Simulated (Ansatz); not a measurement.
# SnH₄S₄: how energies converge with the basis set

The task here is to estimate one member of a computed series from the others.

The runs use Ansatz 0.2.0, Gaussian basis; one geometry, several basis sets.

Plan: PBE0-D4/def2-SVP; ωB97M-V/def2-SVP; PBE0-D4/def2-QZVPP; ωB97M-V/def2-QZVPP; the functionals' def2-TZVPP values are taken from earlier runs.

### The relaxed structure

All runs share one geometry, relaxed beforehand with PBE0-D4 in a triple-zeta def2 set. Sn takes the def2 core potential; no spin-orbit term is included.

9 atoms, charge 0, spin multiplicity 1.

Atoms are counted from 1 here; the program's logs count them from 0.

Bond lengths: S1–Sn2 2.393 Å, S1–H6 1.345 Å, Sn2–S3 2.387 Å, Sn2–S4 2.397 Å, Sn2–S5 2.392 Å, S3–H7 1.344 Å, S4–H8 1.344 Å, S5–H9 1.344 Å. Angles: Sn2–S1–H6 91.8°, S1–Sn2–S3 111.3°, S1–Sn2–S4 104.6°, S1–Sn2–S5 113.0°, S3–Sn2–S4 112.6°, S3–Sn2–S5 103.6°, S4–Sn2–S5 112.0°, Sn2–S3–H7 92.1°, Sn2–S4–H8 92.3°, Sn2–S5–H9 92.2°.

The first run:

in.yaml reads:

```yaml
crystal:
  periodic: [false, false, false]
  atoms:
    - {symbol: S, position_ang: [-0.407334, 1.979542, -1.303424]}
    - {symbol: Sn, position_ang: [0.248178, 0.135520, 0.073969]}
    - {symbol: S, position_ang: [2.624265, -0.057135, 0.191026]}
    - {symbol: S, position_ang: [-0.782577, -1.775338, -0.942363]}
    - {symbol: S, position_ang: [-0.406637, 0.399190, 2.358939]}
    - {symbol: H, position_ang: [-1.563257, 1.376586, -1.633654]}
    - {symbol: H, position_ang: [2.681473, -0.694457, -0.991382]}
    - {symbol: H, position_ang: [-0.775049, -2.462256, 0.213323]}
    - {symbol: H, position_ang: [-1.530664, 1.052148, 2.016466]}
basis:
  gaussian: {orbitals: def2-SVP}
hamiltonian: {xc: pbe0, dispersion: d4}
output: {orbitals: {seedname: orbitals}}
```

Launch:

```bash
ansatz run in.yaml --threads 2 --pin off --events-out ev --progress --plain --max-ram 32768MiB --backend cpu
```

Among the steps run: PBE0-D4 in def2-SVP; ωB97M-V in def2-SVP; PBE0-D4 in def2-QZVPP; ωB97M-V in def2-QZVPP.

One table of the session follows, with a row left open; its other results are not shown here.

It belongs to the step «Density functionals: the series». 

| functional | basis | HOMO (eV) | LUMO (eV) |
| --- | --- | --- | --- |
| PBE0-D4 | def2-SVP | -7.53 | -1.82 |
| PBE0-D4 | def2-TZVPP | -7.67 | -2.03 |
| PBE0-D4 | def2-QZVPP | -7.70 | -2.09 |
| ωB97M-V | def2-SVP | -9.67 | 0.22 |
| ωB97M-V | def2-TZVPP | ? | ? |
| ωB97M-V | def2-QZVPP | -9.89 | -0.22 |

Estimate the missing values for ωB97M-V, def2-TZVPP.

The run gave: HOMO (eV): -9.85; LUMO (eV): -0.10. In the column «HOMO (eV)» it lies between ωB97M-V, def2-QZVPP (-9.89) and ωB97M-V, def2-SVP (-9.67).
